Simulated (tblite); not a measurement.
# C5H11BOSi: the cost of one run

The runs use tblite 0.8.0 and PySCF 2.14.0, with density-fitted response routines of our own; the level of theory stands in each step. All values are computed, except where a source is named. Atoms count from 0, in the outputs and in this text.

### 1 The starting structure

19 atoms, charge 0, multiplicity 1; geometry from: force field or distance geometry start.

Bonds of the start (Å): C0–C1 1.33, C1–O2 1.40, O2–B3 1.46, B3–C4 1.59, B3–C5 1.61, C5–Si6 1.89, Si6–C7 1.84, Si6–C1 1.85, C0–H8 1.10, C0–H9 1.09, C4–H10 1.10, C4–H11 1.13, C4–H12 1.11, C5–H13 1.09, C5–H14 1.11, Si6–H15 1.45, C7–H16 1.09, C7–H17 1.13, C7–H18 1.13.

### 2 Relaxing the molecule with GFN2-xTB

What the job is given:

```
{"job": {"kind": "relax", "xc": "GFN2-xTB", "basis": "xTB"}, "charge": 0, "multiplicity": 1}
C     -1.655000     2.140900    -0.288400
C     -0.730500     1.217700    -0.064700
O      0.477400     1.423400     0.610800
B      1.454400     0.373200     0.365500
C      3.028100     0.453100     0.163500
C      0.748100    -1.076900     0.434100
Si    -0.775800    -0.567500    -0.552200
C     -2.289500    -1.449200     0.015400
H     -1.462500     3.156300     0.079600
H     -2.580100     1.888500    -0.813000
H      3.552500     0.646500     1.108500
H      3.407400    -0.529200    -0.245100
H      3.322800     1.197400    -0.601600
H      1.340700    -1.836800    -0.081800
H      0.459200    -1.331400     1.475600
H     -0.547200    -0.597700    -1.980900
H     -2.864200    -0.946800     0.796500
H     -2.906200    -1.709500    -0.889200
H     -1.989400    -2.442900     0.459900
```

Command:

```
> OMP_NUM_THREADS=1 python probes_run.py task.json out
```

The driver reads the jobs from task.json and runs them one after another.

Q: Estimate the wall time of this first job on 1 thread of Arm Neoverse N1, shared host.

About 1.6 s.
